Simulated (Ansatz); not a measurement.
This script for the Python package of Ansatz (0.2.0) starts 6 runs on Cl2H4N2Sn, SMILES [NH2][Sn]([NH2])([Cl])[Cl]. What input does the engine get in each?

Script `cl2h4n2sn.py`:
```python
# -*- coding: utf-8 -*-
"""Cl2H4N2Sn at several levels of theory."""

from pathlib import Path
import warnings

import ansatz as az
from ase import Atoms
import numpy as np


def main():
    warnings.simplefilter("ignore", az.DeckWarning)

    atoms = Atoms(["N", "Sn", "N", "Cl", "Cl", "H", "H", "H", "H"], positions=[
        (-1.4353, 0.9934, -0.4987),
        (0.2422, -0.081, -0.5843),
        (0.5117, -0.9956, 1.222),
        (0.1295, -1.7027, -2.2704),
        (2.0728, 1.3254, -1.0739),
        (-1.3738, 1.7239, 0.2819),
        (-2.2251, 0.3844, -0.2418),
        (0.7013, -0.2176, 1.9329),
        (1.4652, -1.4763, 1.2152),
    ])
    molecule = az.Crystal.molecule_from_ase(atoms)

    job = molecule.calculation().basis(gaussian="def2-SVP")

    print("functional    E (Ha)        dipole (D)   HOMO (eV)  LUMO (eV)")
    for name in ["hse06", "hf", "pbe0", "revpbe", "cam_b3lyp", "r2scan0"]:
        summary = job.functional(name).forces().orbitals().run(runs_dir="runs").report
        lines = Path(summary["orbitals_path"]).read_text().splitlines()
        field_of = lambda key: [line.split("=")[1].strip() for line in lines if line.startswith(key)]
        orbitals = [(27.211386 * float(e), s, float(n)) for e, s, n in zip(field_of("Ene="), field_of("Spin="), field_of("Occup="))]
        homo = max(e for e, _, n in orbitals if n > 0.5)
        lumo = min(e for e, _, n in orbitals if n < 0.5)
        dipole = 4.803205 * np.linalg.norm(summary["charge_distribution"]["dipole_moment_e_ang"])
        print(f"{name:10s} {summary['free_energy_ev'] / 27.211386246:14.6f} {dipole:9.3f} {homo:11.3f} {lumo:10.3f}")


if __name__ == "__main__":
    main()
```

Run 1:
```yaml
crystal:
  periodic: [false, false, false]
  atoms:
    - { symbol: "N", position_ang: [-1.4353, 0.9934, -0.4987] }
    - { symbol: Sn, position_ang: [0.2422, -0.081, -0.5843] }
    - { symbol: "N", position_ang: [0.5117, -0.9956, 1.222] }
    - { symbol: Cl, position_ang: [0.1295, -1.7027, -2.2704] }
    - { symbol: Cl, position_ang: [2.0728, 1.3254, -1.0739] }
    - { symbol: H, position_ang: [-1.3738, 1.7239, 0.2819] }
    - { symbol: H, position_ang: [-2.2251, 0.3844, -0.2418] }
    - { symbol: H, position_ang: [0.7013, -0.2176, 1.9329] }
    - { symbol: H, position_ang: [1.4652, -1.4763, 1.2152] }
basis:
  gaussian:
    orbitals: def2-SVP
hamiltonian:
  xc: hse06
output:
  orbitals: {}
  forces: true
```

Run 2, against run 1:
```diff
-  xc: hse06
+  xc: hf
```

Run 3, against run 1:
```diff
-  xc: hse06
+  xc: pbe0
```

Run 4, against run 1:
```diff
-  xc: hse06
+  xc: revpbe
```

Run 5, against run 1:
```diff
-  xc: hse06
+  xc: cam_b3lyp
```

Run 6, against run 1:
```diff
-  xc: hse06
+  xc: r2scan0
```

Output of `python cl2h4n2sn.py`:
```text
functional    E (Ha)        dipole (D)   HOMO (eV)  LUMO (eV)
hse06        -1245.877420     3.393      -7.486     -2.101
hf           -1243.285999     3.416     -11.461      2.054
pbe0         -1245.899786     3.395      -7.891     -1.729
revpbe       -1246.162536     3.312      -6.340     -2.533
cam_b3lyp    -1246.274607     3.316      -9.229     -0.632
r2scan0      -1246.234704     3.472      -8.151     -1.637
```

Total energies depend on the basis set; only differences at equal settings carry meaning. The geometry is a force-field or estimated start, not a minimum of this method, and the basis set is short of its limit. A lower total doesn't mark the better method: functionals have no common bound, and MP2 and coupled cluster aren't variational. def2 sets replace the cores of elements past krypton by effective core potentials. Levels such as HOMO and LUMO are orbital energies: with these approximate functionals they aren't the ionisation energy and electron affinity, and their gap isn't the fundamental gap. hse06 follows the composition of plane-wave codes, whose totals differ by tens of mHa, up to about 0.1 Ha, from the form usual in Gaussian-basis programs (wpbeh). Finished in 44 s on 1 thread of Arm Neoverse V1, on a shared host, peak memory 0.37 GiB.

(A comment or docstring line of the script was reworded after the run, the code is as it ran; lines on the test bed's own set-up are left out of the output.)
